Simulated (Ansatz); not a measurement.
Geometry optimisation, DFT PBE, scalar-relativistic, plane waves, PAW (Ansatz).

input.yaml

```yaml
crystal:
  lattice:
    - [8.46, 0.0, 0.0]
    - [0.0, 8.46, 0.0]
    - [0.0, 0.0, 8.46]
  atoms:
    - { symbol: Na, position: [0.0, 0.0, 0.0] }
    - { symbol: Na, position: [0.5, 0.0, 0.0] }
    - { symbol: Na, position: [0.0, 0.5, 0.0] }
    - { symbol: Na, position: [0.0, 0.0, 0.5] }
    - { symbol: Na, position: [0.25, 0.25, 0.25] }
    - { symbol: Na, position: [0.5, 0.5, 0.0] }
    - { symbol: Na, position: [0.5, 0.0, 0.5] }
    - { symbol: Na, position: [0.75, 0.25, 0.25] }
    - { symbol: Na, position: [0.0, 0.5, 0.5] }
    - { symbol: Na, position: [0.25, 0.75, 0.25] }
    - { symbol: Na, position: [0.25, 0.25, 0.75] }
    - { symbol: Na, position: [0.5, 0.5, 0.5] }
    - { symbol: Na, position: [0.75, 0.75, 0.25] }
    - { symbol: Na, position: [0.75, 0.25, 0.75] }
    - { symbol: Na, position: [0.25, 0.75, 0.75] }
    - { symbol: Na, position: [0.75, 0.75, 0.75] }
    - { symbol: H, position: [0.8708145, 0.0027897, 0.2532292] }
basis:
  ecutwfc: 420.0
kpoints:
  mp_grid: { grid: [2, 2, 2] }
hamiltonian:
  xc: pbe
scf:
  occupations: { method: gaussian, width: 0.15 }
  lower_state_search: "off"
relax:
  f_tol: 0.03
  max_steps: 60
  adjacent_minimum: "off"
output:
  write_density: true
  write_potential: true
  elf: true
  volumetric_format: npy
```

Launched with:

```bash
$ ansatz run input.yaml --threads 2 --pin off --max-ram 5120MiB --backend cpu --events-out ev --progress --plain --runs-dir out
```

Question: Where does it end, and by what steps?

Answer: The forces met the threshold. The force dipped under the threshold on the way, but the program's further checks kept it going. Limits of this set-up: coarse k mesh, odd electron count without spin, a small cell, in which the defect meets its images. After 5 steps the energy has fallen by 0.035 eV; Na5 moved furthest, 0.18 Å.

```tsv
step	energy less start (eV)	largest force component (eV/Å)	accepted
0	0.0000	0.109	yes
1	-0.0140	0.078	yes
2	-0.0263	0.024	yes
3	-0.0283	0.014	yes
4	-0.0343	0.020	yes
5	-0.0352	0.010	yes
```

```xyz
17
Lattice="8.4600 0.0000 0.0000 0.0000 8.4600 0.0000 0.0000 0.0000 8.4600" Properties=species:S:1:pos:R:3
Na 0.046 0.003 0.145
Na 4.079 0.002 -0.086
Na -0.047 4.231 0.095
Na 0.042 0.003 4.085
Na 2.271 2.207 2.118
Na 4.323 4.231 -0.100
Na 4.079 0.002 4.320
Na 6.293 1.985 2.119
Na -0.048 4.231 4.138
Na 2.270 6.256 2.118
Na 2.012 2.205 6.346
Na 4.323 4.231 4.334
Na 6.290 6.475 2.119
Na 6.397 2.021 6.346
Na 2.012 6.258 6.346
Na 6.396 6.442 6.346
H 7.389 0.000 2.113
```

Whether the end is a true minimum wasn't checked by a vibrational analysis.

Time of the run: 24 s on 2 threads of Intel(R) Xeon(R) Platinum 8488C (Sapphire Rapids), with other jobs on the host, peak memory 1.1 GiB.
